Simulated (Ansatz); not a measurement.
**CH2AlFSi (SMILES F[Si]#[C][AlH2]): single points off equilibrium**

An exercise on one series of results from a longer session: the logs are not shown, and one member is left open.

The runs use Ansatz 0.2.0, Gaussian basis; single points in def2-TZVPP.

Cores are frozen in the correlated methods.

**The system as given**

SMILES `F[Si]#[C][AlH2]`, 6 atoms, charge 0, spin multiplicity 1.

Atoms are counted from 1 here; the program's logs count them from 0.

Bond lengths: F1–Si2 1.232 Å, Si2–C3 1.937 Å, C3–Al4 1.978 Å, Al4–H5 1.307 Å, Al4–H6 1.505 Å. Angles: F1–Si2–C3 162.5°, Si2–C3–Al4 93.5°, C3–Al4–H5 131.4°, C3–Al4–H6 120.6°, H5–Al4–H6 107.9°.

Geometry (Å):

```csv
atom,x (Å),y (Å),z (Å)
F1,1.7074,-2.2676,0.4432
Si2,0.8744,-1.3712,0.5826
C3,-0.2153,0.0348,1.3502
Al4,-0.6198,0.8474,-0.4070
H5,-0.1795,0.5753,-1.6070
H6,-1.6493,1.9381,-0.5273
```

The first run:

run/in.yaml

```yaml
crystal:
  periodic: [false, false, false]
  atoms:
    - {symbol: F, position_ang: [1.707400, -2.267600, 0.443200]}
    - {symbol: Si, position_ang: [0.874400, -1.371200, 0.582600]}
    - {symbol: C, position_ang: [-0.215300, 0.034800, 1.350200]}
    - {symbol: Al, position_ang: [-0.619800, 0.847400, -0.407000]}
    - {symbol: H, position_ang: [-0.179500, 0.575300, -1.607000]}
    - {symbol: H, position_ang: [-1.649300, 1.938100, -0.527300]}
basis:
  gaussian: {orbitals: def2-TZVPP}
correlation: {method: ccsd_t}
output: {forces: true}
```

On the command line:

```sh
$ ansatz run in.yaml --threads 4 --pin off --events-out ev --progress --plain --max-ram 5222MiB
```

Steps of the session up to this table: CCSD(T)/def2-TZVPP; PBE0-D4/def2-TZVPP; wB97M-V/def2-TZVPP; r2SCAN-D4/def2-TZVPP; PBE-D4/def2-TZVPP; CAM-B3LYP-D4/def2-TZVPP; BLYP-D4/def2-TZVPP.

One of the session's tables, all rows but one given; the rest of the session is left out.

```
      method  RMS force component (eV/Å)  angle to CCSD(T) forces (°)  dipole (D)
     CCSD(T)                      13.725                    reference        4.45
     PBE0-D4                      13.551                          0.6        4.74
     wB97M-V                      13.590                          0.4        4.90
   r2SCAN-D4                      13.645                          0.6        4.70
      PBE-D4                           ?                            ?           ?
CAM-B3LYP-D4                      13.505                          0.7        4.82
     BLYP-D4                      13.781                          0.5        4.49
```

Q: Estimate the row for PBE-D4 from the others.

As computed: RMS force component (eV/Å): 13.773; angle to CCSD(T) forces (°): 0.3; dipole (D): 4.52. In the column «RMS force component (eV/Å)» it lies between CCSD(T) (13.725) and BLYP-D4 (13.781).

Caveats from the session: CCSD(T) in triple zeta still lacks some correlation energy of the bonds, so part of these gaps is its own basis error and they don't rank the functionals. The T1 diagnostic is large here, over the usual mark for main-group molecules (transition-metal compounds often pass it harmlessly), so CCSD(T) itself may be off.
